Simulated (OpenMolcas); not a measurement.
# W⁵⁺ among point charges: CASSCF and CASPT2 levels and susceptibility

How does a field of 3 point charges split the states of W⁵⁺, and what χT follows?

Program: OpenMolcas 26.06. Level of theory: state-averaged CASSCF and CASPT2, spin-orbit coupling by RASSI with atomic mean-field integrals. These are calculated values, not measurements, unless marked.

### 1 Starting point

```
Species                           : W⁵⁺ (tungsten, Z = 74, 69 electrons)
Basis                             : ANO-RCC-VDZP [7s6p4d2f1g], 68 functions
Scalar Hamiltonian                : DKH2, point nucleus
Inactive shells                   : 1s 2s 2p 3s 3p 3d 4s 4p 4d 4f 5s 5p
Active space                      : 1 electron in 5 orbitals (5d)
Some configurations of this space : 5d
Orbitals                          : optimised for each spin and parity, averaged over all roots
```

Outer shells as boxes (Hund's rule):

5d
```
5d [↑ ][  ][  ][  ][  ]
```

The ion sits among 3 point charges of -2.5 e arranged as a planar triangle (D3h), 2.08 Å from the ion.

The work runs as a chain of OpenMolcas steps in one folder; each step below is one input file. Labels, J, g values, rates, χT and fits are worked out afterwards by a script from the matrices that RASSI stores.

### 2 One- and two-electron integrals

The input, a.inp:

```
&GATEWAY
Coord
1

W 0.0 0.0 0.0
Basis=ANO-RCC-VDZP
Group=NoSym
NoMove
AngMom=0.0 0.0 0.0
AMFI
XField
3 Angstrom 0
2.080000 0.000000 0.000000 -2.500000
-1.040000 1.801333 0.000000 -2.500000
-1.040000 -1.801333 0.000000 -2.500000
&SEWARD
```

On the command line:

```
OMP_NUM_THREADS=1 MOLCAS_MEM=1689 MOLCAS_PROJECT=a pymolcas a.inp > a.log
```

### 3 CASSCF: doublets, 5 roots

The input, a.inp:

```
&RASSCF
FileOrb=start.orb
Symmetry=1
Spin=2
nActEl=1 0 0
Inactive=34
Ras2=5
CIRoot=5 5 1
SDav=5
CIMx=300
Iter=120 100
PrWF=0.3
OrbListing=Nothing
MaxOrb=0
>>> COPY $Project.JobIph JOB001
```

start.orb holds the contracted functions of the basis, ordered by shell, or the orbitals of the step before.

### 4 State interaction with spin-orbit coupling

The input, a.inp:

```
&RASSI
NrOfJobIphs=1 5
1 2 3 4 5
IphNames
JOB001
EJob
SpinOrbit
DIPRint=1.0
SOCoupling=1000.0
Subsets=2
Property=9
'ANGMOM' 1 'ANGMOM' 2 'ANGMOM' 3 'MLTPL  1' 1 'MLTPL  1' 2 'MLTPL  1' 3
'AMFI' 1 'AMFI' 2 'AMFI' 3
SOProperty=3
'ANGMOM' 1 'ANGMOM' 2 'ANGMOM' 3
```

### 5 CASPT2: IPEA 0.25, imaginary shift 0.1 (closed shells correlated: 4f 5s 5p)

The input, a.inp:

```
>>> COPY JOB001 $Project.JobIph
&CASPT2
Multistate=5 1 2 3 4 5
NoMult
Frozen=23
IPEA=0.25
Imaginary=0.1
MaxIter=60
WThr=0.0 0.3 0.05
PrWF=0.5
NoMix
```

(Steps that only read results are left out.)

Before running it: what results should come out? Wanted: spin-free ground state; first state of the same spin within the active space; lowest level; next level.

As calculated:

| quantity | value |
| --- | --- |
| method | SS-CASPT2, IPEA 0.25, imaginary shift 0.1 (closed shells correlated: 4f 5s 5p) |
| spin-free ground state | 2A1, 1-fold in its orbital part |
| first state of the same spin within the active space | 2E at 5720 cm⁻¹ |
| lowest level | 2-fold E1/2, g = 0.81, 0.81, 1.39 |
| next level | 9378.4 cm⁻¹ |
| χT at 300 K | 0.12 cm³ K/mol |
| effective moment at 300 K | 0.96 μB |

Cost by method:

| method | time of its own steps | time with the reference |
| --- | --- | --- |
| A. CASSCF | 2.7 s | 2.7 s |
| B. SS-CASPT2, IPEA 0.25, imaginary shift 0.1, +4f 5s 5p | 1.9 s | 4.6 s |

Times are of one thread on a shared host.

What this shows: The spin-free ground state (2A1) comes to 100 % from free-ion D terms and keeps the highest spin of the shell. χT at 300 K is 0.12, against 0.38 cm³ K/mol for the spin alone, so orbital moment lowers it. CASPT2 does not keep the components of a term degenerate, and the means are used. The field of point charges can differ much from that of real complexes. This is an electrostatic model: the charges have no orbitals.
